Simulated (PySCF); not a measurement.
# MgI−: bond curves at several levels of theory

Aim: find the lowest electronic state of MgI−, scan its bond at several levels of theory, and get bond length, wavenumber and dissociation energy from each curve.

Program: PySCF 2.14.0. Level of theory: Mg def2-SVPD, I def2-SVPD with ECP28, scalar-relativistic core potentials. These are calculated values, not measurements.

1 further run of the same task is left out (set aside as unsound or not needed).

## Step 1: Set-up

The job is set up so:

- atoms: Mg, I
- charge: -1
- basis: Mg def2-SVPD, I def2-SVPD with ECP28
- Hamiltonian: scalar-relativistic core potentials
- basis functions: 56
- electrons treated: 38
- masses in u: 23.9850, 126.9045
- levels: PBE0, PBE, r²SCAN, LDA, BHandHLYP, B3LYP, HSE06, HF, MP2, SCS-MP2, CCSD, CCSD(T)
- grid: 80 radial by 434 angular points
- occupations: held fixed by the projection of orbital angular momentum
- dissociation limit: Mg + I−, each in its ground configuration
- starting distance in angstrom: 2.765
- values of 2S to try: 0, 2

Started as:

```
$ OMP_NUM_THREADS=1 python dia.py task.json out
```

The runs that follow: First curve: PBE0; PBE; r²SCAN (meta-GGA); LDA; BHandHLYP; B3LYP (global hybrid GGA); HSE06 (range-separated hybrid); RHF (mean field); Correlated methods on the Hartree–Fock reference.

**Question.** What will these runs give? Wanted: for each run, Re; ωe; De; μ.

**Answer**, as computed:

Lowest PBE0 solution found, without spin–orbit coupling: ¹Σ⁺ (singlet), closed shell.

| level | Re (Å) | ωe (cm⁻¹) | De (eV) | μ (D) |
| --- | --- | --- | --- | --- |
| RHF | 3.068 | 132.1 | 0.479 | 5.37 |
| RHF-MP2 | 2.992 | 153.3 | 0.67 | n/a |
| RHF-SCS-MP2 | 3.010 | 148.3 | 0.62 | n/a |
| RHF-CCSD | 3.006 | 149.5 | 0.62 | n/a |
| RHF-CCSD(T) | 2.996 | 152.9 | 0.66 | n/a |
| LDA | 2.912 | 171.6 | 0.88 | 5.21 |
| PBE | 2.989 | 155.9 | 0.73 | 5.16 |
| r²SCAN | 2.945 | 166.3 | 0.78 | 5.80 |
| B3LYP | 3.030 | 142.8 | 0.55 | 4.80 |
| PBE0 | 2.973 | 158.4 | 0.72 | 5.34 |
| HSE06 | 2.981 | 156.9 | 0.72 | 5.26 |
| BHandHLYP | 3.017 | 143.4 | 0.55 | 4.95 |

De is counted to Mg + I− in their ground configurations. A positive dipole points from Mg to I; in an ion it is taken about the centre of mass and does not tell which atom is negative.

**Reading.** Bond lengths run from 2.912 Å (LDA) to 3.068 Å (RHF). CCSD(T) can't serve as the judge here: for a weak bond in this basis it is far from its limit. Of the levels with a De here, RHF gives the least (0.479 eV) and LDA the most (0.88 eV).

Correlated steps freeze 5 core orbitals. Spin–orbit coupling is left out. With some functionals the highest level of the anion is positive, from self-interaction error or because the anion is truly unbound there; the finite basis then holds the extra electron, and no neutral molecule was run to test the binding.
